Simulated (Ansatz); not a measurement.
**BH₂IOSZn: up Jacob's ladder to CCSD(T)**

An exercise on one series of results from a longer session: the logs are not shown, and one member is left open.

Program: Ansatz 0.2.0, Gaussian basis. Level of theory: functionals in def2-TZVPP, the program's frozen cores in correlated methods. These are calculated values, not measurements.

The runs, in order: LDA (SPW92), PBE-D4, revPBE-D4, BLYP-D4, r2SCAN-D4, B97M-V, PBE0-D4, B3LYP-D4, r2SCANh-D4, r2SCAN0-D4, HSE06-D4, BHLYP-D4, CAM-B3LYP-D4, LC-ωPBE, ωB97X-V, ωB97M-V, B2PLYP, PBE-QIDH; CCSD(T)/def2-SVP; CCSD(T)/def2-TZVPP; MP2/def2-QZVPP; extrapolation to the limit; RPA on PBE.

### Structure used throughout

An earlier PBE0-D4 in a triple-zeta def2 set relaxation fixed the geometry. I takes the def2 core potential; no spin-orbit term is included.

SMILES `O[B](I)[Zn][SH]`, 7 atoms, charge 0, spin multiplicity 1.

Atoms are counted from 1 here; the program's logs count them from 0.

Bond lengths: O1–B2 1.338 Å, O1–H6 0.965 Å, B2–I3 2.187 Å, B2–Zn4 2.055 Å, Zn4–S5 2.178 Å, S5–H7 1.345 Å. Angles: B2–O1–H6 115.1°, O1–B2–I3 117.9°, O1–B2–Zn4 125.4°, I3–B2–Zn4 116.8°, B2–Zn4–S5 178.1°, Zn4–S5–H7 92.5°.

The first run:

Contents of in.yaml:

```yaml
crystal:
  periodic: [false, false, false]
  atoms:
    - {symbol: O, position_ang: [-1.272788, 0.969502, -1.514312]}
    - {symbol: B, position_ang: [-0.882231, 0.349693, -0.394666]}
    - {symbol: I, position_ang: [-2.408048, -0.119155, 1.100855]}
    - {symbol: Zn, position_ang: [1.046804, -0.205743, 0.046258]}
    - {symbol: S, position_ang: [3.067314, -0.821185, 0.576949]}
    - {symbol: H, position_ang: [-2.216985, 1.161789, -1.568552]}
    - {symbol: H, position_ang: [2.665944, -1.334910, 1.753479]}
basis:
  gaussian: {orbitals: def2-TZVPP}
hamiltonian: {xc: lda}
output: {orbitals: {seedname: orbitals}}
```

Command:

```bash
$ ansatz run in.yaml --threads 4 --pin off --events-out ev --progress --plain --max-ram 10444MiB
```

Among the steps run: LDA; PBE-D4 (GGA); revPBE-D4 (GGA); BLYP-D4 (GGA); r2SCAN-D4 (meta-GGA); B97M-V (meta-GGA); PBE0-D4 (hybrid); B3LYP-D4 (hybrid); r2SCANh-D4 (hybrid); r2SCAN0-D4 (hybrid); HSE06-D4 (hybrid); BHLYP-D4 (hybrid); CAM-B3LYP-D4 (range-separated); LC-ωPBE (range-separated); ωB97X-V (range-separated); ωB97M-V (range-separated); B2PLYP (double hybrid); PBE-QIDH (double hybrid).

One of the session's tables, all rows but one given; the rest of the session is left out.

It belongs to the step «Orbital energies across the functionals». 

```
  functional  HOMO (eV)  LUMO (eV)  gap (eV)
 LDA (SPW92)      -6.19      -2.83      3.36
      PBE-D4      -6.04      -2.58      3.46
   revPBE-D4      -5.98      -2.48      3.50
     BLYP-D4      -5.86      -2.42      3.44
   r2SCAN-D4      -6.32      -2.42      3.90
      B97M-V          ?          ?         ?
     PBE0-D4      -7.22      -1.78      5.43
    B3LYP-D4      -6.96      -1.96      5.00
  r2SCANh-D4      -6.75      -2.13      4.62
  r2SCAN0-D4      -7.40      -1.70      5.70
    HSE06-D4      -6.82      -2.15      4.66
    BHLYP-D4      -8.21      -0.91      7.31
CAM-B3LYP-D4      -8.52      -0.77      7.76
     LC-ωPBE      -9.80       0.28     10.08
     ωB97X-V      -9.47       0.20      9.66
     ωB97M-V      -9.32       0.03      9.34
```

Estimate the missing values for B97M-V.

The run gave: HOMO (eV): -6.33; LUMO (eV): -2.39; gap (eV): 3.94. In the column «HOMO (eV)» it lies between r2SCANh-D4 (-6.75) and r2SCAN-D4 (-6.32).
